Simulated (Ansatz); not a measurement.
# C₂H₈AlNO₂: a ladder of functionals and wavefunction methods

Aim: compute C₂H₈AlNO₂ with functionals from several rungs and with coupled cluster. The yardstick is the atomisation energy at the CCSD(T) limit.

Computed with Ansatz 0.2.0, Gaussian basis. Level: functionals in def2-TZVPP, the program's frozen cores in correlated methods.

Levels to be run: LDA (SPW92), PBE-D4, revPBE-D4, BLYP-D4, r2SCAN-D4, B97M-V, PBE0-D4, B3LYP-D4, r2SCANh-D4, r2SCAN0-D4, HSE06-D4, BHLYP-D4, CAM-B3LYP-D4, LC-ωPBE, ωB97X-V, ωB97M-V, B2PLYP, PBE-QIDH; CCSD(T)/def2-SVP; CCSD(T)/def2-TZVPP; MP2/def2-QZVPP; extrapolation to the limit; RPA on PBE.

**1. Structure used throughout**

The geometry comes from an earlier relaxation with PBE0-D4 in a triple-zeta def2 set; it is a stationary point, not always the lowest conformer.

SMILES `C[O][Al]([NH2])[O]C`, 14 atoms, charge 0, spin multiplicity 1.

Atoms are counted from 1 here; the program's logs count them from 0.

Bond lengths: C1–O2 1.391 Å, C1–H7 1.096 Å, C1–H8 1.096 Å, C1–H9 1.097 Å, O2–Al3 1.681 Å, Al3–N4 1.756 Å, Al3–O5 1.681 Å, N4–H10 1.005 Å, N4–H11 1.005 Å, O5–C6 1.391 Å, C6–H12 1.096 Å, C6–H13 1.097 Å, C6–H14 1.096 Å. Angles: O2–C1–H7 110.4°, O2–C1–H8 110.3°, O2–C1–H9 112.9°, H7–C1–H8 107.7°, H7–C1–H9 107.7°, H8–C1–H9 107.7°, C1–O2–Al3 139.9°, O2–Al3–N4 117.8°, O2–Al3–O5 124.4°, N4–Al3–O5 117.8°, Al3–N4–H10 124.4°, Al3–N4–H11 124.4°, H10–N4–H11 111.1°, Al3–O5–C6 139.8°, O5–C6–H12 110.4°, O5–C6–H13 112.9°, O5–C6–H14 110.3°, H12–C6–H13 107.7° and more.

**2. LDA**

This LDA is Slater exchange with PW92 correlation.

The input, in.yaml:

```yaml
crystal:
  periodic: [false, false, false]
  atoms:
    - {symbol: C, position_ang: [0.177164, 0.512477, 2.216654]}
    - {symbol: O, position_ang: [0.397064, -0.547853, 1.343131]}
    - {symbol: Al, position_ang: [0.261889, -0.915398, -0.291277]}
    - {symbol: N, position_ang: [0.723130, -2.528388, -0.808319]}
    - {symbol: O, position_ang: [-0.283380, 0.157513, -1.464440]}
    - {symbol: C, position_ang: [-0.747189, 1.464412, -1.576901]}
    - {symbol: H, position_ang: [-0.580180, 0.242926, 2.961512]}
    - {symbol: H, position_ang: [1.099715, 0.759920, 2.753730]}
    - {symbol: H, position_ang: [-0.165575, 1.421356, 1.706064]}
    - {symbol: H, position_ang: [1.062938, -3.247266, -0.193190]}
    - {symbol: H, position_ang: [0.682810, -2.854196, -1.758511]}
    - {symbol: H, position_ang: [-1.776399, 1.473436, -1.953333]}
    - {symbol: H, position_ang: [-0.736539, 2.004226, -0.621536]}
    - {symbol: H, position_ang: [-0.128447, 2.027536, -2.284582]}
basis:
  gaussian: {orbitals: def2-TZVPP}
hamiltonian: {xc: lda}
output: {orbitals: {seedname: orbitals}}
```

On the command line:

```console
$ ansatz run in.yaml --threads 2 --pin off --events-out ev --progress --plain --max-ram 31744MiB --backend cuda --devices 0, --max-vram 18GiB
```

The runs that follow: PBE-D4 (GGA); revPBE-D4 (GGA); BLYP-D4 (GGA); r2SCAN-D4 (meta-GGA); B97M-V (meta-GGA); PBE0-D4 (hybrid); B3LYP-D4 (hybrid); r2SCANh-D4 (hybrid); r2SCAN0-D4 (hybrid); HSE06-D4 (hybrid); BHLYP-D4 (hybrid); CAM-B3LYP-D4 (range-separated); LC-ωPBE (range-separated); ωB97X-V (range-separated); ωB97M-V (range-separated); B2PLYP (double hybrid); PBE-QIDH (double hybrid); CCSD(T) in def2-SVP; CCSD(T) in def2-TZVPP; MP2 in def2-QZVPP; RPA on PBE orbitals.

Q: Predict the results of all the runs planned. Wanted: atomisation energy, CCSD(T)/CBS; farthest beyond LDA; mean size of error, GGA; mean size of error, meta-GGA; mean size of error, hybrid; mean size of error, range-separated; mean size of error, double hybrid; gap, smallest and largest; T1 diagnostic.

**Answer**, as computed:

| quantity | value |
| --- | --- |
| atomisation energy, CCSD(T)/CBS | 5371.2 kJ/mol |
| functionals within 26.9 kJ/mol (0.5 %) | BLYP-D4, r2SCAN-D4, B97M-V, B3LYP-D4, LC-ωPBE, ωB97X-V, ωB97M-V |
| farthest beyond LDA | BHLYP-D4 (-178.7 kJ/mol) |
| mean size of error, GGA | 49.8 kJ/mol |
| mean size of error, meta-GGA | 13.0 kJ/mol |
| mean size of error, hybrid | 68.5 kJ/mol |
| mean size of error, range-separated | 14.6 kJ/mol |
| mean size of error, double hybrid | 65.5 kJ/mol |
| gap, smallest and largest | 4.80 eV (BLYP-D4), 12.23 eV (LC-ωPBE) |
| T1 diagnostic | 0.0112 |
| triples share of the correlation energy | 3.5 % |

The LDA atomisation energy is off by 751.7 kJ/mol (14 %): it overbinds. PBE-D4 misses by +72.8 kJ/mol. Double hybrids carry the basis error of their MP2 part in triple zeta, and no dispersion term here, so their miss is partly the set-up's. The rungs meta-GGA, range-separated miss on average by less than the doubt on the reference (26.9 kJ/mol), so they tie. Misses under about 26.9 kJ/mol are within the doubt on the reference itself, which lacks core-valence correlation, relativity and higher excitations. Hartree-Fock recovers 71 % of the binding; the rest is correlation. CCSD(T) in def2-SVP is off by -327.3 kJ/mol, more than most functionals: a good method in a small basis is no reference. Orbital gaps span 4.8 to 12.2 eV; exact exchange widens them.
